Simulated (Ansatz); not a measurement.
# CH5AlSSi: rigid torsion scan from a Python script

Wanted for CH5AlSSi: a rigid torsion scan. SMILES: [SH][Al]1[CH2][SiH2]1.

All numbers are computed with Ansatz 0.2.0 through its Python package. Level of theory: PBE/def2-SVP.

## 1. The system

Bond lengths: S1–Al2 2.216 Å, Al2–C3 1.929 Å, Al2–Si4 2.390 Å, C3–Si4 1.792 Å, S1–H5 1.436 Å, C3–H6 1.119 Å, C3–H7 1.140 Å, Si4–H8 1.471 Å, Si4–H9 1.543 Å. Angles (14 of 16 angles, heavy atoms first): S1–Al2–C3 154.6°, S1–Al2–Si4 157.8°, C3–Al2–Si4 47.6°, Al2–C3–Si4 79.8°, Al2–Si4–C3 52.6°, Al2–S1–H5 93.3°, Al2–C3–H6 116.4°, Al2–C3–H7 117.6°, Si4–C3–H6 113.7°, Si4–C3–H7 114.3°, Al2–Si4–H8 105.6°, Al2–Si4–H9 106.0°, C3–Si4–H8 119.5°, C3–Si4–H9 119.5°.

No structure file is read: the coordinates are typed or built in the script.

## 2. The script

Input file torsion_ch5alssi.py:

```python
"""Rigid torsion scan of CH5AlSSi."""

import ansatz as az
from ase import Atoms

BASIS_SET = "def2-SVP"
XC = "pbe"
FORCE_TOL = 0.02

atoms = Atoms(["S", "Al", "C", "Si", "H", "H", "H", "H", "H"], positions=[
    (-1.3429, 1.085, -2.6137),
    (-0.3249, 0.2504, -0.8307),
    (1.1932, -0.0822, 0.3125),
    (-0.0718, -0.9964, 1.1923),
    (-1.7173, 2.295, -1.937),
    (2.003, -0.7288, -0.1104),
    (1.6219, 0.8017, 0.8909),
    (-0.3386, -2.397, 0.8303),
    (-0.9341, -0.2738, 2.2487),
])

# start the scan from a relaxed geometry
first = (
    az.Crystal.molecule_from_ase(atoms).calculation()
    .basis(gaussian=BASIS_SET)
    .functional(XC)
    .relax(force_tolerance=FORCE_TOL, max_steps=80)
)
atoms.positions = first.run(threads=1).report["positions_ang"]

start = atoms.get_dihedral(2, 1, 0, 4)
energies = {}
for turn in range(0, 360, 40):
    turned = atoms.copy()
    turned.set_dihedral(2, 1, 0, 4, start + turn, indices=[0, 4])
    calc = (
        az.Crystal.molecule_from_ase(turned).calculation()
        .basis(gaussian=BASIS_SET)
        .functional(XC)
    )
    energies[round((start + turn) % 360)] = calc.run(threads=1).report["free_energy_ev"]
floor = min(energies.values())
print("dihedral C2-Al1-S0-H4 (deg)   E - E(min) (kJ/mol)")
for angle, e in sorted(energies.items()):
    print(f"{angle:8d} {96.485332 * (e - floor):14.3f}  " + "#" * int(30 * (e - floor) / max(max(energies.values()) - floor, 1e-9)))
```

## 3. The input behind the calls

The package turns the script's settings into the engine's input (first run):

```yaml
crystal:
  periodic: [false, false, false]
  atoms:
    - { symbol: S, position_ang: [-1.3429, 1.085, -2.6137] }
    - { symbol: Al, position_ang: [-0.3249, 0.2504, -0.8307] }
    - { symbol: C, position_ang: [1.1932, -0.0822, 0.3125] }
    - { symbol: Si, position_ang: [-0.0718, -0.9964, 1.1923] }
    - { symbol: H, position_ang: [-1.7173, 2.295, -1.937] }
    - { symbol: H, position_ang: [2.003, -0.7288, -0.1104] }
    - { symbol: H, position_ang: [1.6219, 0.8017, 0.8909] }
    - { symbol: H, position_ang: [-0.3386, -2.397, 0.8303] }
    - { symbol: H, position_ang: [-0.9341, -0.2738, 2.2487] }
basis:
  gaussian:
    orbitals: def2-SVP
hamiltonian:
  xc: pbe
relax:
  f_tol: 0.02
  max_steps: 80
```

## 4. The run

Run with:

```
$ python torsion_ch5alssi.py
```

Without the output at hand: what should come out? Wanted: range of energy; lowest point, turn.

**Answer**, as computed:

| quantity | value |
| --- | --- |
| runs compared | 9 |
| range of energy | 0.266 eV |
| lowest point, turn (°) | 0 |

The lowest point lies at a turn of 0°, the highest 0.266 eV (25.7 kJ/mol) above it at 80°. The grid can miss the true lowest and highest points, and the rest of the molecule is held rigid. Run 0: The relaxation took 16 moves; the largest shift is 0.873 Å, of atom 5 (H). So large a move can change the bonding: the results belong to the relaxed structure. The scan is rigid and the energies are electronic, in a modest basis. With rigid groups the curve can differ much from the relaxed path, the start wasn't checked as a minimum of this torsion, and equivalent turns needn't return to the same energy.
